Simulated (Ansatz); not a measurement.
# BF3H2O (built from SMILES FB(F)F.O): search for a transition state

Wanted: the transition state of a four-centre ligand exchange (form B1–O6, F2–H5 and break B1–F2, H5–O6). The guess is relaxed with those distances held, a saddle search follows, and vibrations and two downhill relaxations check it.

The runs use Ansatz 0.2.0, Gaussian basis; PBE0-D4, def2-SVP first, then def2-TZVP.

152 further runs of the same task are left out: 152 set aside as unsound or not needed.

### Step 1. Where the work starts

The guess: 7 atoms, charge 0, spin multiplicity 1.

Atoms are counted from 1 here; the program's logs count them from 0.

Bond lengths: B1–F3 1.311 Å, B1–F4 1.321 Å, B1–O6 1.462 Å, F2–H5 1.149 Å, O6–H7 0.962 Å. Angles: F3–B1–F4 118.4°, F3–B1–O6 117.3°, F4–B1–O6 116.8°, B1–O6–H7 114.8°.

Coordinates:

```csv
atom,x (Å),y (Å),z (Å)
B1,-0.1041,-0.5654,0.1202
F2,-1.0501,0.4117,-0.9921
F3,0.1831,-1.6623,-0.5385
F4,-0.8159,-0.6656,1.2282
H5,-0.0602,0.9414,-0.7496
O6,0.8640,0.5283,0.0544
H7,0.9831,1.0117,0.8774
```

Distances that are to change: B1–O6 1.46 Å, F2–H5 1.15 Å, B1–F2 1.76 Å, H5–O6 1.29 Å.

### Step 2. Relaxing the guess with the reacting distances held

File hold/in.yaml:

```yaml
crystal:
  periodic: [false, false, false]
  atoms:
    - {symbol: B, position_ang: [-0.104100, -0.565400, 0.120200]}
    - {symbol: F, position_ang: [-1.050100, 0.411700, -0.992100]}
    - {symbol: F, position_ang: [0.183100, -1.662300, -0.538500]}
    - {symbol: F, position_ang: [-0.815900, -0.665600, 1.228200]}
    - {symbol: H, position_ang: [-0.060200, 0.941400, -0.749600]}
    - {symbol: O, position_ang: [0.864000, 0.528300, 0.054400]}
    - {symbol: H, position_ang: [0.983100, 1.011700, 0.877400]}
basis:
  gaussian: {orbitals: def2-SVP}
hamiltonian: {xc: pbe0, dispersion: d4}
relax: {f_tol: 0.04, max_steps: 150, escape_saddle: false, constraints: [{distance: [0, 5]}, {distance: [1, 4]}, {distance: [0, 1]}, {distance: [4, 5]}]}
```

Command:

```
> ansatz run in.yaml --threads 4 --pin off --events-out ev --progress --plain --max-ram 9574MiB
```

Log (excerpt; [...] marks lines left out):

```text
Functional definition: PBE0
  name "PBE0"
  cite "Adamo & Barone, J. Chem. Phys. 110, 6158 (1999) doi:10.1063/1.478522"
  cite "Perdew, Burke & Ernzerhof, Phys. Rev. Lett. 77, 3865 (1996) doi:10.1103/PhysRevLett.77.3865"
  parent pbe
[...]
841 factors; integrals over basis functions are off by at most 2.7e-4 eV
[...]
mean field -10891.57767603 eV, -400.2580970177 hartree, gradient 9.1e-6 eV, S^2 0.000000; 0 other end points of the search recorded, 0 dependent functions left out
[...]
reference -10891.57769555 eV, -400.2580977349 hartree; 21, 21 occupied and 59, 59 virtual orbitals, 841 factors
relax step   1: F+E_penalty+E_count = -10891.64889147 eV  Δ(F+E_penalty+E_count) = +0.000e0 eV  max|allowed force component| = 4.851e-1 eV/Å  Δτ_max = 0.0000 Å  (25 SCF iters, accepted)
[...]
relax step   4: F+E_penalty+E_count = -10891.66772076 eV  Δ(F+E_penalty+E_count) = -1.311e-3 eV  max|allowed force component| = 5.378e-2 eV/Å  Δτ_max = 0.0193 Å  (30 SCF iters, accepted)
[...]
relax step   5: F+E_penalty+E_count = -10891.66819568 eV  Δ(F+E_penalty+E_count) = -4.749e-4 eV  max|allowed force component| = 1.266e-2 eV/Å  Δτ_max = 0.0104 Å  (31 SCF iters, accepted)
  distance B 0 - O 5 held at 1.462097 Å   reaction = -2.1961e-1 eV/Å
  distance F 1 - H 4 held at 1.148604 Å   reaction = +1.1857e0 eV/Å
  distance B 0 - F 1 held at 1.756944 Å   reaction = +4.7870e-1 eV/Å
  distance H 4 - O 5 held at 1.292754 Å   reaction = +1.5718e-1 eV/Å
841 factors; integrals over basis functions are off by at most 2.7e-4 eV
mean field -10891.59696973 eV, -400.2588060480 hartree, gradient 1.3e-5 eV, S^2 0.000000; 1 other end points of the search recorded, 0 dependent functions left out
[...]
reference -10891.59698912 eV, -400.2588067607 hartree; 21, 21 occupied and 59, 59 virtual orbitals, 841 factors
Total energy: -10891.66821508 eV, -400.2614242662 hartree
Atom 0 at    -0.106825    -0.562594     0.110204 Å, force    -0.415072     0.112898    -0.280862 eV/Å
Atom 1 at    -1.049493     0.414837    -1.004631 Å, force     1.271986     0.284804     0.587357 eV/Å
Atom 2 at     0.195813    -1.668726    -0.545811 Å, force     0.000650     0.001738    -0.001990 eV/Å
Atom 3 at    -0.797701    -0.632170     1.245378 Å, force     0.001567    -0.012411    -0.002611 eV/Å
Atom 4 at    -0.067811     0.943737    -0.729210 Å, force    -0.893792    -0.601709    -0.184109 eV/Å
Atom 5 at     0.877518     0.516368     0.042102 Å, force     0.043483     0.202419    -0.109214 eV/Å
Atom 6 at     0.948400     0.988349     0.881968 Å, force    -0.008823     0.012261    -0.008571 eV/Å
Dipole moment:     0.328432     0.559522     0.268113 e Å
```

Run time: 4.1 s. Hardware: 4 threads of Arm Neoverse V2, shared host.

Relaxation path:

```csv
step,energy from step 1 (eV),largest force component (eV/Å)
1,0.0000,0.4851
2,-0.0146,0.1720
3,-0.0175,0.0635
4,-0.0188,0.0538
5,-0.0193,0.0127
```

Distances of close pairs at the start and the end, largest changes first:

```csv
bond,before (Å),after (Å),change (Å)
B1–F4,1.321,1.331,+0.010
B1–F3,1.311,1.321,+0.010
O6–H7,0.962,0.966,+0.004
B1–O6,1.462,1.462,+0.000
F2–H5,1.149,1.149,+0.000
```

### Step 3. Force constants to start from

File hessian/in.yaml:

```yaml
crystal:
  periodic: [false, false, false]
  atoms:
    - {symbol: B, position_ang: [-0.106825, -0.562594, 0.110204]}
    - {symbol: F, position_ang: [-1.049493, 0.414837, -1.004631]}
    - {symbol: F, position_ang: [0.195813, -1.668726, -0.545811]}
    - {symbol: F, position_ang: [-0.797701, -0.632170, 1.245378]}
    - {symbol: H, position_ang: [-0.067811, 0.943737, -0.729210]}
    - {symbol: O, position_ang: [0.877518, 0.516368, 0.042102]}
    - {symbol: H, position_ang: [0.948400, 0.988349, 0.881968]}
basis:
  gaussian: {orbitals: def2-SVP}
hamiltonian: {xc: pbe0, dispersion: d4}
phonons: {}
scf: {lower_state_search: off}
```

Command:

```
> ansatz run in.yaml --threads 4 --pin off --events-out ev --progress --plain --max-ram 9574MiB
```

Log (excerpt; [...] marks lines left out):

```text
[... 5 set-up lines as earlier in the session ...]
[...]
840 factors; integrals over basis functions are off by at most 2.8e-4 eV
[...]
mean field -10891.59696278 eV, -400.2588057927 hartree, gradient 8.6e-6 eV, S^2 0.000000; 0 other end points of the search recorded, 0 dependent functions left out
[...]
reference -10891.59698231 eV, -400.2588065101 hartree; 21, 21 occupied and 59, 59 virtual orbitals, 840 factors
[... from here to the last solve, the lines of the solves are left out (41 solves) ...]
840 factors; integrals over basis functions are off by at most 2.8e-4 eV
mean field -10891.59685867 eV, -400.2588019665 hartree, gradient 2.7e-6 eV, S^2 0.000000; 0 other end points of the search recorded, 0 dependent functions left out
[...]
WARN: phonons: modes at or below zero, which the zero-point energy, F, S and C_V leave out: 1, the lowest at -1069.05 cm⁻¹. A minimum has none, and a first-order saddle one
[...]
Total energy: -10891.66820826 eV, -400.2614240156 hartree
Atom 0 at    -0.106825    -0.562594     0.110204 Å, force    -0.415015     0.112708    -0.280911 eV/Å
Atom 1 at    -1.049493     0.414837    -1.004631 Å, force     1.272000     0.284790     0.587391 eV/Å
Atom 2 at     0.195813    -1.668726    -0.545811 Å, force     0.000623     0.001908    -0.001935 eV/Å
Atom 3 at    -0.797701    -0.632170     1.245378 Å, force     0.001487    -0.012403    -0.002593 eV/Å
Atom 4 at    -0.067811     0.943737    -0.729210 Å, force    -0.893802    -0.601707    -0.184105 eV/Å
Atom 5 at     0.877518     0.516368     0.042102 Å, force     0.043537     0.202450    -0.109259 eV/Å
Atom 6 at     0.948400     0.988349     0.881968 Å, force    -0.008830     0.012254    -0.008587 eV/Å
Dipole moment:     0.328431     0.559523     0.268115 e Å
Vibrations: -1069.05 267.52 341.06 411.96 455.46 514.44 649.44 759.61 922.45 996.13 1273.01 1298.67 1484.02 1939.63 3873.96 cm⁻¹, zero-point energy 0.941497 eV
Checks for a lower state left out: stability, starts, cluster_reference, orbital_swaps, neighbouring_geometries, increment
```

Wall time 17 s (4 threads of Arm Neoverse V2, shared host).

The structure is not stationary yet, so these wavenumbers are no spectrum; the search needs only the force constants.

### Step 4. Saddle search in the small basis

A small driver takes partitioned rational-function steps: uphill along one mode, downhill along the rest. It calls the program once a step for energy and forces and updates the Hessian by Bofill's formula. It stops when the largest force is under 0.04 eV/Å and the followed curvature is negative. The first step's input:

File presaddle/in.yaml:

```yaml
crystal:
  periodic: [false, false, false]
  atoms:
    - {symbol: B, position_ang: [-0.106825, -0.562594, 0.110204]}
    - {symbol: F, position_ang: [-1.049493, 0.414837, -1.004631]}
    - {symbol: F, position_ang: [0.195813, -1.668726, -0.545811]}
    - {symbol: F, position_ang: [-0.797701, -0.632170, 1.245378]}
    - {symbol: H, position_ang: [-0.067811, 0.943737, -0.729210]}
    - {symbol: O, position_ang: [0.877518, 0.516368, 0.042102]}
    - {symbol: H, position_ang: [0.948400, 0.988349, 0.881968]}
basis:
  gaussian: {orbitals: def2-SVP}
hamiltonian: {xc: pbe0, dispersion: d4}
output: {forces: true}
scf: {lower_state_search: off}
```

Command:

```
> ansatz run in.yaml --threads 4 --pin off --events-out ev --progress --plain --max-ram 9574MiB
```

Step by step:

```csv
step,energy (eV),largest force (eV/Å),followed curvature (eV/Å²)
1,-10891.66819,1.2720,-11.81
2,-10891.72132,0.2234,-11.81
3,-10891.72382,0.0449,-11.80
4,-10891.72393,0.0037,-11.76
```

The 4 steps took 1.8 s in all (4 threads of Arm Neoverse V2, shared host).

### Step 5. Saddle search in triple zeta

A small driver takes partitioned rational-function steps: uphill along one mode, downhill along the rest. It calls the program once a step for energy and forces and updates the Hessian by Bofill's formula. It stops when the largest force is under 0.01 eV/Å and the followed curvature is negative. The first step's input:

File saddle/in.yaml:

```yaml
crystal:
  periodic: [false, false, false]
  atoms:
    - {symbol: B, position_ang: [-0.136224, -0.546506, 0.081499]}
    - {symbol: F, position_ang: [-1.010186, 0.378453, -0.965626]}
    - {symbol: F, position_ang: [0.192598, -1.664975, -0.550347]}
    - {symbol: F, position_ang: [-0.810138, -0.623683, 1.231895]}
    - {symbol: H, position_ang: [-0.078984, 0.930768, -0.712829]}
    - {symbol: O, position_ang: [0.881961, 0.535182, 0.033889]}
    - {symbol: H, position_ang: [0.960874, 0.990562, 0.881519]}
basis:
  gaussian: {orbitals: def2-TZVP}
hamiltonian: {xc: pbe0, dispersion: d4}
output: {forces: true}
scf: {lower_state_search: off}
```

Command:

```
> ansatz run in.yaml --threads 4 --pin off --events-out ev --progress --plain --max-ram 9574MiB
```

Step by step:

```csv
step,energy (eV),largest force (eV/Å),followed curvature (eV/Å²)
1,-10904.88388,0.1539,-11.76
2,-10904.88524,0.0181,-11.80
3,-10904.88526,0.0033,-11.76
```

The 3 steps took 2.7 s in all (4 threads of Arm Neoverse V2, shared host).

The point found:

```xyz
7
BF3H2O
B    -0.13903   -0.55006    0.08433
F    -1.01066    0.38258   -0.96698
F     0.19082   -1.66497   -0.55071
F    -0.81551   -0.63386    1.23193
H    -0.07313    0.92816   -0.70585
O     0.88434    0.53451    0.03520
H     0.96306    1.00344    0.87207
```

Followed mode, largest move set to 1: H5 (-0.84, -0.12, -0.52); B1 (0.55, -0.08, 0.39); F2 (0.12, 0.51, -0.22); O6 (0.23, -0.30, 0.28).

### Step 6. Vibrations at the point found

File vib/in.yaml:

```yaml
crystal:
  periodic: [false, false, false]
  atoms:
    - {symbol: B, position_ang: [-0.139025, -0.550056, 0.084332]}
    - {symbol: F, position_ang: [-1.010656, 0.382575, -0.966976]}
    - {symbol: F, position_ang: [0.190824, -1.664965, -0.550714]}
    - {symbol: F, position_ang: [-0.815509, -0.633865, 1.231935]}
    - {symbol: H, position_ang: [-0.073134, 0.928159, -0.705850]}
    - {symbol: O, position_ang: [0.884344, 0.534513, 0.035200]}
    - {symbol: H, position_ang: [0.963057, 1.003439, 0.872074]}
basis:
  gaussian: {orbitals: def2-TZVP}
hamiltonian: {xc: pbe0, dispersion: d4}
phonons: {temperatures: {t_min: 298.15, t_max: 900, t_step: 200}}
```

Command:

```
> ansatz run in.yaml --threads 4 --pin off --events-out ev --progress --plain --max-ram 9574MiB
```

Log (excerpt; [...] marks lines left out):

```text
[... 5 set-up lines as earlier in the session ...]
[...]
876 factors; their error is unknown
[...]
mean field -10904.81388563 eV, -400.7445187487 hartree, gradient 5.2e-5 eV, S^2 0.000000; 0 other end points of the search recorded, 0 dependent functions left out
[...]
reference -10904.81391078 eV, -400.7445196726 hartree; 21, 21 occupied and 146, 146 virtual orbitals, 876 factors
[... from here to the last solve, the lines of the solves are left out (41 solves) ...]
876 factors; their error is unknown
mean field -10904.81376154 eV, -400.7445141884 hartree, gradient 1.8e-6 eV, S^2 0.000000; 0 other end points of the search recorded, 0 dependent functions left out
[...]
reference -10904.81378668 eV, -400.7445151122 hartree; 21, 21 occupied and 146, 146 virtual orbitals, 876 factors
WARN: phonons: modes at or below zero, which the zero-point energy, F, S and C_V leave out: 1, the lowest at -964.14 cm⁻¹. A minimum has none, and a first-order saddle one
Total energy: -10904.88525620 eV, -400.7471415685 hartree
Atom 0 at    -0.139025    -0.550056     0.084332 Å, force    -0.000911    -0.003312     0.000941 eV/Å
Atom 1 at    -1.010656     0.382575    -0.966976 Å, force    -0.001181    -0.000516    -0.000777 eV/Å
Atom 2 at     0.190824    -1.664965    -0.550714 Å, force    -0.000379     0.001281     0.000500 eV/Å
Atom 3 at    -0.815509    -0.633865     1.231935 Å, force     0.000445     0.000547    -0.000403 eV/Å
Atom 4 at    -0.073134     0.928159    -0.705850 Å, force     0.000560     0.001165    -0.000000 eV/Å
Atom 5 at     0.884344     0.534513     0.035200 Å, force     0.002278     0.002294     0.000370 eV/Å
Atom 6 at     0.963057     1.003439     0.872074 Å, force    -0.000813    -0.001460    -0.000631 eV/Å
Dipole moment:     0.252688     0.571655     0.203395 e Å
Vibrations: -964.14 275.44 363.71 392.29 450.76 518.66 652.91 790.28 926.38 1002.67 1243.00 1245.94 1441.61 2054.38 3869.00 cm⁻¹, zero-point energy 0.943954 eV
```

Run time: 39 s. Hardware: 4 threads of Arm Neoverse V2, shared host.

The modes, with what each moves most:

```csv
mode,wavenumber (cm⁻¹),character
1,964i,"changes F2–H5, H5–O6"
2,275,"not assigned (largely outside the bonds, angles and torsions drawn)"
3,364,"not assigned (largely outside the bonds, angles and torsions drawn)"
4,392,bend with torsion
5,451,bend with torsion
6,519,torsion
7,653,"mixed, led by torsion"
8,790,"not assigned (largely outside the bonds, angles and torsions drawn)"
9,926,bend with B–F stretch
10,1003,bend with B–F stretch
11,1243,"not assigned (largely outside the bonds, angles and torsions drawn)"
12,1246,B–F and F–H stretch
13,1442,B–F stretch
14,2054,"not assigned (largely outside the bonds, angles and torsions drawn)"
15,3869,O–H stretch
```

Vibrational sums (real modes only):

```csv
T (K),entropy (J/mol/K),heat capacity (J/mol/K)
298,24.9,42.7
498,53.1,67.2
698,78.3,81.6
898,100.0,90.4
```

### Step 7. Relaxing after a step of 0.30 Å one way along the mode

File downa/in.yaml:

```yaml
crystal:
  periodic: [false, false, false]
  atoms:
    - {symbol: B, position_ang: [0.025009, -0.574907, 0.201187]}
    - {symbol: F, position_ang: [-0.975485, 0.535604, -1.033262]}
    - {symbol: F, position_ang: [0.175188, -1.655531, -0.558364]}
    - {symbol: F, position_ang: [-0.825088, -0.636792, 1.231026]}
    - {symbol: H, position_ang: [-0.325958, 0.892232, -0.863297]}
    - {symbol: O, position_ang: [0.953221, 0.445860, 0.117986]}
    - {symbol: H, position_ang: [0.973014, 0.993335, 0.904724]}
basis:
  gaussian: {orbitals: def2-TZVP}
hamiltonian: {xc: pbe0, dispersion: d4}
relax: {f_tol: 0.005, max_steps: 200}
```

Command:

```
> ansatz run in.yaml --threads 4 --pin off --events-out ev --progress --plain --max-ram 9574MiB
```

Log (excerpt; [...] marks lines left out):

```text
[... 5 set-up lines as earlier in the session ...]
[...]
876 factors; their error is unknown
[...]
mean field -10903.67389412 eV, -400.7026248334 hartree, gradient 4.9e-5 eV, S^2 0.000000; 0 other end points of the search recorded, 0 dependent functions left out
[...]
reference -10903.67391876 eV, -400.7026257389 hartree; 21, 21 occupied and 146, 146 virtual orbitals, 876 factors
relax step   1: F+E_penalty+E_count = -10903.74573633 eV  Δ(F+E_penalty+E_count) = +0.000e0 eV  max|allowed force component| = 1.694e1 eV/Å  Δτ_max = 0.0000 Å  (26 SCF iters, accepted)
[...]
reference -10905.59674482 eV, -400.7732882931 hartree; 21, 21 occupied and 146, 146 virtual orbitals, 876 factors
Total energy: -10905.65992675 eV, -400.7756101863 hartree
Atom 0 at     0.157186    -0.932492     0.617930 Å, force     0.000229    -0.001031     0.001633 eV/Å
Atom 1 at    -0.613965     1.603939    -2.050843 Å, force     0.000150    -0.000482     0.000675 eV/Å
Atom 2 at    -0.194636    -1.865628    -0.232878 Å, force    -0.000098     0.000581    -0.000319 eV/Å
Atom 3 at     0.555726    -1.268156     1.831003 Å, force    -0.000420     0.000918    -0.001962 eV/Å
Atom 4 at    -0.383038     1.103574    -1.299173 Å, force    -0.000066     0.000443    -0.000698 eV/Å
Atom 5 at     0.103056     0.365696     0.229124 Å, force     0.000522    -0.001264     0.001201 eV/Å
Atom 6 at     0.375571     0.992868     0.904837 Å, force    -0.000317     0.000835    -0.000530 eV/Å
Dipole moment:     0.234226     0.002896     0.673555 e Å
```

It took 34 s on 4 threads of Arm Neoverse V2, shared host.

Relaxation path: (the energy doesn't fall at every step)

```csv
step,energy from step 1 (eV),largest force component (eV/Å)
1,0.0000,16.9373
2,-1.5272,0.8890
3,-1.6502,0.4187
4,-1.7406,0.7512
5,-1.6226,2.3084
6,-1.7686,0.7179
7,-1.7837,0.7970
8,-1.8006,0.4952
9,-1.8315,0.2514
10,-1.8462,0.4184
11,-1.8327,1.4057
12,-1.8603,0.2662
13,-1.8727,0.1789
14,-1.8823,0.4864
15,-1.9011,0.0711
16,-1.9025,0.1180
17,-1.8848,0.9045
18,-1.9079,0.0415
19,-1.9089,0.2462
20,-1.9127,0.0154
21,-1.9134,0.0938
22,-1.9131,0.2289
23,-1.9137,0.0588
24,-1.9139,0.0614
25,-1.9141,0.0239
26,-1.9142,0.0013
27,-1.9142,0.0017
28,-1.9142,0.0020
```

Distances of close pairs at the start and the end, largest changes first:

```csv
bond,before (Å),after (Å),change (Å)
F2–H5,0.760,0.932,+0.172
B1–O6,1.382,1.356,-0.026
B1–F3,1.329,1.311,-0.018
B1–F4,1.337,1.320,-0.017
O6–H7,0.959,0.961,+0.003
```

### Step 8. Relaxing after a step of 0.30 Å the other way along the mode

File downb/in.yaml:

```yaml
crystal:
  periodic: [false, false, false]
  atoms:
    - {symbol: B, position_ang: [-0.303059, -0.525205, -0.032524]}
    - {symbol: F, position_ang: [-1.045827, 0.229547, -0.900689]}
    - {symbol: F, position_ang: [0.206460, -1.674400, -0.543064]}
    - {symbol: F, position_ang: [-0.805930, -0.630938, 1.232843]}
    - {symbol: H, position_ang: [0.179690, 0.964085, -0.548404]}
    - {symbol: O, position_ang: [0.815468, 0.623167, -0.047586]}
    - {symbol: H, position_ang: [0.953099, 1.013544, 0.839424]}
basis:
  gaussian: {orbitals: def2-TZVP}
hamiltonian: {xc: pbe0, dispersion: d4}
relax: {f_tol: 0.005, max_steps: 200}
```

Command:

```
> ansatz run in.yaml --threads 4 --pin off --events-out ev --progress --plain --max-ram 9574MiB
```

Log (excerpt; [...] marks lines left out):

```text
[... 5 set-up lines as earlier in the session ...]
[...]
876 factors; their error is unknown
[...]
mean field -10904.81709559 eV, -400.7446367126 hartree, gradient 6.7e-5 eV, S^2 0.000000; 0 other end points of the search recorded, 0 dependent functions left out
[...]
reference -10904.81712169 eV, -400.7446376714 hartree; 21, 21 occupied and 146, 146 virtual orbitals, 876 factors
relax step   1: F+E_penalty+E_count = -10904.88848566 eV  Δ(F+E_penalty+E_count) = +0.000e0 eV  max|allowed force component| = 6.326e0 eV/Å  Δτ_max = 0.0000 Å  (25 SCF iters, accepted)
[...]
reference -10905.86454380 eV, -400.7831297241 hartree; 21, 21 occupied and 146, 146 virtual orbitals, 876 factors
Total energy: -10905.93528976 eV, -400.7857295903 hartree
Atom 0 at    -0.428265    -0.613846    -0.062894 Å, force    -0.000996    -0.002043     0.000825 eV/Å
Atom 1 at    -1.313306    -0.034166    -0.904641 Å, force    -0.000015     0.000732    -0.000674 eV/Å
Atom 2 at     0.227752    -1.683084    -0.526159 Å, force     0.000369     0.000941    -0.000061 eV/Å
Atom 3 at    -0.771219    -0.632875     1.244766 Å, force     0.000590     0.000606    -0.000148 eV/Å
Atom 4 at     0.543230     1.367823    -0.588814 Å, force     0.000461    -0.002085     0.000833 eV/Å
Atom 5 at     0.831663     0.633750    -0.033054 Å, force    -0.000242     0.003508     0.002180 eV/Å
Atom 6 at     0.910047     0.962200     0.870797 Å, force    -0.000167    -0.001660    -0.002955 eV/Å
Dipole moment:     0.427662     0.858367     0.130896 e Å
```

Run time: 16 s. Hardware: 4 threads of Arm Neoverse V2, shared host.

Along the way:

```csv
step,energy from step 1 (eV),largest force component (eV/Å)
1,0.0000,6.3260
2,-0.5994,1.8956
3,-0.7970,1.0448
4,-0.9737,1.2745
5,-1.0285,0.6331
6,-1.0461,0.0550
7,-1.0467,0.0288
8,-1.0468,0.0061
9,-1.0468,0.0009
10,-1.0468,0.0079
11,-1.0468,0.0082
12,-1.0468,0.0035
```

Distances of close pairs at the start and the end, largest changes first:

```csv
bond,before (Å),after (Å),change (Å)
B1–O6,1.603,1.773,+0.170
H5–O6,0.878,0.965,+0.087
B1–F3,1.357,1.337,-0.020
B1–F2,1.369,1.352,-0.017
O6–H7,0.979,0.965,-0.014
B1–F4,1.366,1.352,-0.014
```

### Step 9. The three structures

```csv
pair,start side (Å),saddle (Å),end side (Å)
B1–O6,1.773,1.492,1.356
F2–H5,2.348,1.116,0.932
B1–F2,1.352,1.654,3.762
H5–O6,0.965,1.273,1.765
```

### Step 10. Summary of results

| quantity | value |
| --- | --- |
| imaginary mode | 964i cm⁻¹ |
| barrier from the start side | 101.3 kJ/mol |
| barrier from the end side | 74.7 kJ/mol |
| energy of the step | +26.6 kJ/mol |
| pairs that change | B1–O6 tightened, F2–H5 formed, B1–F2 broken, H5–O6 broken |
| zero-point energy at the saddle | 0.944 eV |

**Reading.** The point has a single imaginary mode (964i cm⁻¹), as a transition state must. It joins the planned start and end. At PBE0-D4/def2-TZVP the electronic barrier is 101.3 kJ/mol, about 41 kT at 298 K, and the step runs 26.6 kJ/mol uphill. A step off the saddle overshot and began above it in energy, so the link to its end is likely but not proven. The ends are the nearest minima, not always the lowest complexes.
